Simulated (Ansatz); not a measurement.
# BeGe: the cost of one run

Program: Ansatz 0.2.0. Level of theory: DFT PBE, scalar-relativistic, plane waves, PAW. These are calculated values, not measurements.

The COD cell was measured well above room temperature, so it is larger than a cold one.

## Step 1: The structure to begin with

The structure is cubic, space group Fm-3m (No. 225). The conventional cell has a = 4.686 Å, b = 4.686 Å, c = 4.686 Å, α = 90.00°, β = 90.00°, γ = 90.00°. Around Be (site symmetry m-3m) lie 6 Ge at 2.34 Å. Ge (site symmetry m-3m) has 6 Be at 2.34 Å as nearest neighbours.

Coordinates:

```
CELL_PARAMETERS angstrom
0.00000 2.34280 2.34280
2.34280 0.00000 2.34280
2.34280 2.34280 0.00000
ATOMIC_POSITIONS crystal
Be 0.00000 0.00000 0.00000
Ge 0.50000 0.50000 0.50000
```

This is candidate A: rock salt type (Fm-3m, No. 225).

(A quick probe on a coarse mesh, which set the mesh and smearing, is not shown.)

## Step 3: Rough relaxation on the coarse mesh (candidate A)

Input file input.yaml:

```yaml
crystal:
  lattice:
    - [0.0, 2.3427952025, 2.3427952025]
    - [2.3427952025, 0.0, 2.3427952025]
    - [2.3427952025, 2.3427952025, 0.0]
  atoms:
    - { symbol: Be, position: [0.0, 0.0, 0.0] }
    - { symbol: Ge, position: [0.5, 0.5, 0.5] }
basis:
  ecutwfc: 420
kpoints:
  mp_grid: { grid: [6, 6, 6] }
hamiltonian:
  xc: pbe
scf:
  occupations: { method: gaussian, width: 0.1 }
  lower_state_search: "off"
output:
  forces: true
  stress: true
  eigenvalues: true
relax:
  adjacent_minimum: "off"
  f_tol: 0.04
  max_steps: 70
  cell: { stress_tol: 0.4 }
```

The run is started by

```sh
> ansatz run input.yaml --threads 1 --pin off --max-ram 2560MiB --backend cpu --events-out ev --progress --plain --runs-dir out
```

Q: Estimate wall time and peak memory on 1 thread of Arm Neoverse V1, shared host.

About 2.5 s, with a peak of 0.27 GiB.
